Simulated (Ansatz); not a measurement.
# CH₅AlSSi: basis-set convergence

How large a basis does CH₅AlSSi need? Two functionals are run in growing sets.

The runs use Ansatz 0.2.0, Gaussian basis; one geometry, several basis sets.

Plan: PBE0-D4/def2-SVP; ωB97M-V/def2-SVP; PBE0-D4/def2-QZVPP; ωB97M-V/def2-QZVPP; the functionals' def2-TZVPP values are taken from earlier runs.

**1. The geometry**

The geometry comes from an earlier relaxation with PBE0-D4 in a triple-zeta def2 set; it is a stationary point, not always the lowest conformer.

SMILES `[SH][Al]1[CH2][SiH2]1`, 9 atoms, charge 0, spin multiplicity 1.

Atoms are counted from 1 here; the program's logs count them from 0.

Bond lengths: S1–Al2 2.173 Å, S1–H5 1.345 Å, Al2–C3 1.943 Å, Al2–Si4 2.321 Å, C3–Si4 1.935 Å, C3–H6 1.090 Å, C3–H7 1.096 Å, Si4–H8 1.488 Å, Si4–H9 1.488 Å. Angles: Al2–S1–H5 93.2°, S1–Al2–C3 140.1°, S1–Al2–Si4 166.8°, C3–Al2–Si4 53.1°, Al2–C3–Si4 73.5°, Al2–C3–H6 127.7°, Al2–C3–H7 112.5°, Si4–C3–H6 118.0°, Si4–C3–H7 111.6°, H6–C3–H7 109.1°, Al2–Si4–C3 53.4°, Al2–Si4–H8 119.4°, Al2–Si4–H9 129.6°, C3–Si4–H8 113.2°, C3–Si4–H9 117.1°, H8–Si4–H9 109.5°.

**2. PBE0-D4 in def2-SVP**

in.yaml

```yaml
crystal:
  periodic: [false, false, false]
  atoms:
    - {symbol: S, position_ang: [-0.841156, 1.723090, -2.502399]}
    - {symbol: Al, position_ang: [-0.350970, 0.519999, -0.760042]}
    - {symbol: C, position_ang: [1.199084, -0.119521, 0.222071]}
    - {symbol: Si, position_ang: [-0.355999, -0.843348, 1.117869]}
    - {symbol: H, position_ang: [-2.165619, 1.622748, -2.291784]}
    - {symbol: H, position_ang: [1.962976, -0.817736, -0.119660]}
    - {symbol: H, position_ang: [1.675030, 0.669708, 0.815442]}
    - {symbol: H, position_ang: [-0.495334, -2.315758, 0.950700]}
    - {symbol: H, position_ang: [-0.539513, -0.485281, 2.550703]}
basis:
  gaussian: {orbitals: def2-SVP}
hamiltonian: {xc: pbe0, dispersion: d4}
output: {orbitals: {seedname: orbitals}}
```

On the command line:

```sh
$ ansatz run in.yaml --threads 2 --pin off --events-out ev --progress --plain --max-ram 4352MiB
```

The runs that follow: ωB97M-V in def2-SVP; PBE0-D4 in def2-QZVPP; ωB97M-V in def2-QZVPP.

Q: Predict the results of all the runs planned. Wanted: PBE0-D4: double and triple zeta above quadruple; ωB97M-V: double and triple zeta above quadruple.

As calculated:

| quantity | value |
| --- | --- |
| PBE0-D4: double and triple zeta above quadruple | 10.89, 0.84 eV |
| ωB97M-V: double and triple zeta above quadruple | 10.89, 0.80 eV |

What this shows: PBE0-D4 gains 10.04 eV from double to triple zeta, then 0.84 eV more. These are total energies; as a rule much of such shifts cancels in differences, which this series doesn't test.
